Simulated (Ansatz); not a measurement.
# ScSi2: one contact scaled

Aim: change the length of one contact in ScSi2 (Si2–Si3) by moving its two atoms, all else held, and follow energy and force. Methods of the runs shown: PAW. Its runs: shortest bond scaled by 1 (PAW); shortest bond scaled by 1.1 (PAW); shortest bond scaled by 0.94 (PAW); shortest bond scaled by 0.76 (PAW); shortest bond scaled by 0.7 (PAW and PAW (cutoff 600 eV)).

Computed with Ansatz 0.2.0 (DFT, PBE, PAW with Ansatz's default frozen-core files, scalar-relativistic, unless a step's input says otherwise).

### 1 The structure to begin with

The structure is hexagonal, space group P6/mmm (No. 191). Conventional cell: a = 3.660 Å, b = 3.660 Å, c = 3.870 Å, α = 90.00°, β = 90.00°, γ = 120.00°. Sc (site symmetry 6/mmm) has 12 Si at 2.87 Å as nearest neighbours. Around Si (site symmetry -6m2) lie 3 Si at 2.11 Å and 6 Sc at 2.87 Å.

Structure file:

```cif
data_structure
_symmetry_space_group_name_H-M 'P 1'
_symmetry_Int_Tables_number 1
_cell_length_a 3.6600
_cell_length_b 3.6600
_cell_length_c 3.8700
_cell_angle_alpha 90.000
_cell_angle_beta 90.000
_cell_angle_gamma 120.000
_cell_volume 44.90
loop_
_atom_site_label
_atom_site_type_symbol
_atom_site_fract_x
_atom_site_fract_y
_atom_site_fract_z
_atom_site_occupancy
Sc1 Sc 0.00000 0.00000 0.00000 1
Si1 Si 0.33333 0.66667 0.50000 1
Si2 Si 0.66667 0.33333 0.50000 1
```

Atoms are numbered in the order of the input: Sc1, Si2, Si3.

### 2 Shortest bond scaled by 1, PAW

input.yaml reads:

```yaml
crystal:
  lattice:
    - [3.66, 0.0, 0.0]
    - [-1.83, 3.1696529779, 0.0]
    - [0.0, 0.0, 3.87]
  atoms:
    - { symbol: Sc, position: [0.0, 0.0, 0.0] }
    - { symbol: Si, position: [0.3333333333, 0.6666666667, 0.5] }
    - { symbol: Si, position: [0.6666666667, 0.3333333333, 0.5] }
kpoints:
  mp_grid: { grid: [10, 10, 8] }
scf:
  occupations: { method: fermi_dirac, width: 0.05 }
hamiltonian:
  xc: pbe
  pseudopotentials: { kind: paw }
output:
  forces: true
  stress: true
  eigenvalues: true
  efg: { contact_densities: true }
  populations: true
  write_density: true
  write_potential: true
  elf: true
  volumetric_format: npy
```

Launch:

```console
$ ansatz run input.yaml --threads 1 --pin off --max-ram 3072MiB --backend cpu --events-out ev --progress --plain --runs-dir out
```

### 3 Shortest bond scaled by 1.1, PAW

input.yaml reads:

```yaml
crystal:
  lattice:
    - [3.66, 0.0, 0.0]
    - [-1.83, 3.1696529779, 0.0]
    - [0.0, 0.0, 3.87]
  atoms:
    - { symbol: Sc, position: [0.0, 0.0, 0.0] }
    - { symbol: Si, position: [0.3666666666, 0.6833333334, 0.5] }
    - { symbol: Si, position: [0.6333333334, 0.3166666666, 0.5] }
kpoints:
  mp_grid: { grid: [10, 10, 8] }
scf:
  occupations: { method: fermi_dirac, width: 0.05 }
hamiltonian:
  xc: pbe
  pseudopotentials: { kind: paw }
output:
  forces: true
  stress: true
  eigenvalues: true
  efg: { contact_densities: true }
  populations: true
```

### 4 Shortest bond scaled by 0.94, PAW

input.yaml, as its differences from that of step 3:

```diff
@@ -7,4 +7,4 @@
     - { symbol: Sc, position: [0.0, 0.0, 0.0] }
-    - { symbol: Si, position: [0.3666666666, 0.6833333334, 0.5] }
-    - { symbol: Si, position: [0.6333333334, 0.3166666666, 0.5] }
+    - { symbol: Si, position: [0.3133333333, 0.6566666667, 0.5] }
+    - { symbol: Si, position: [0.6866666667, 0.3433333333, 0.5] }
 kpoints:
```

### 5 Shortest bond scaled by 0.76, PAW

input.yaml, as its differences from that of step 4:

```diff
@@ -7,4 +7,4 @@
     - { symbol: Sc, position: [0.0, 0.0, 0.0] }
-    - { symbol: Si, position: [0.3133333333, 0.6566666667, 0.5] }
-    - { symbol: Si, position: [0.6866666667, 0.3433333333, 0.5] }
+    - { symbol: Si, position: [0.2533333333, 0.6266666667, 0.5] }
+    - { symbol: Si, position: [0.7466666667, 0.3733333333, 0.5] }
 kpoints:
```

### 6 Shortest bond scaled by 0.7, PAW

input.yaml, as its differences from that of step 5:

```diff
@@ -7,4 +7,4 @@
     - { symbol: Sc, position: [0.0, 0.0, 0.0] }
-    - { symbol: Si, position: [0.2533333333, 0.6266666667, 0.5] }
-    - { symbol: Si, position: [0.7466666667, 0.3733333333, 0.5] }
+    - { symbol: Si, position: [0.2333333333, 0.6166666667, 0.5] }
+    - { symbol: Si, position: [0.7666666667, 0.3833333333, 0.5] }
 kpoints:
```

### 7 Shortest bond scaled by 0.7, PAW (cutoff 600 eV)

input.yaml, as its differences from that of step 6:

```diff
@@ -20,3 +20,3 @@
   eigenvalues: true
-  efg: { contact_densities: true }
-  populations: true
+basis:
+  ecutwfc: 600
```

(Steps that only read results are left out.)

What does the calculation give?

**Answer**, as computed:

| quantity | value |
| --- | --- |
| force along the bond, positive apart, at 1.479 Å (PAW) | 45.54 eV/Å |
| force along the bond, positive apart, at 1.479 Å (PAW (cutoff 600 eV)) | 45.54 eV/Å |
| length at zero force (straight line) | 2.11 Å |

What this shows: At 1.48 Å the force along the bond is 45.54 eV/Å by PAW, and the energy stands 10.18 eV over the given length. A straight line between 2.11 and 2.32 Å puts zero force near 2.11 Å, a rough figure over so wide a step. There symmetry makes it vanish whatever the lattice constant, so this is no computed equilibrium length.
